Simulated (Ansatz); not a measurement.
# RbAl2: the cost of one run

Computed with Ansatz 0.2.0 (DFT PBE, scalar-relativistic, plane waves, PAW, unless a step's input says otherwise).

## 1. The structure to begin with

It takes space group P-6m2 (No. 187, hexagonal). The conventional cell has a = 6.060 Å, b = 6.060 Å, c = 3.715 Å, α = 90.00°, β = 90.00°, γ = 120.00°. Around Rb (site symmetry -6m2) lie 9 Al at 3.50 to 3.96 Å and 2 Rb at 3.72 Å. Al (site symmetry -6m2) has 8 Al at 3.72 to 3.96 Å and 6 Rb at 3.96 Å as nearest neighbours. Al (site symmetry -6m2) has 3 Rb at 3.50 Å and 8 Al at 3.72 to 3.96 Å as nearest neighbours.

Structure file:

```xyz
3
Lattice="6.0604 0.0000 0.0000 -3.0302 5.2485 0.0000 0.0000 0.0000 3.7150" Properties=species:S:1:pos:R:3 pbc="T T T"
Rb    0.0000    3.4990    1.8575
Al    0.0000    0.0000    0.0000
Al    3.0302    1.7495    1.8575
```

A structure generator made this guess: ordered superstructure of omega (P-6m2, No. 187). The dimensions are guesses.

## 2. A first look at the guess

Contents of input.yaml:

```yaml
crystal:
  lattice:
    - [6.06040391, 0.0, 0.0]
    - [-3.03020195, 5.24846374, 0.0]
    - [0.0, 0.0, 3.71502759]
  atoms:
    - { symbol: Rb, position: [0.33333333, 0.66666667, 0.5] }
    - { symbol: Al, position: [0.0, 0.0, 0.0] }
    - { symbol: Al, position: [0.66666667, 0.33333333, 0.5] }
basis:
  ecutwfc: 420
kpoints:
  mp_grid: { grid: [3, 3, 6] }
hamiltonian:
  xc: pbe
scf:
  occupations: { method: gaussian, width: 0.1 }
  lower_state_search: "off"
output:
  forces: true
  stress: true
  eigenvalues: true
```

On the command line:

```
$ ansatz run input.yaml --threads 1 --pin off --max-ram 2048MiB --backend cpu --events-out ev --progress --plain --runs-dir out
```

Q: Estimate wall time and peak memory on 1 thread of AMD EPYC 7R43 (Zen 3), shared host.

About 2.2 s, with a peak of 0.39 GiB.
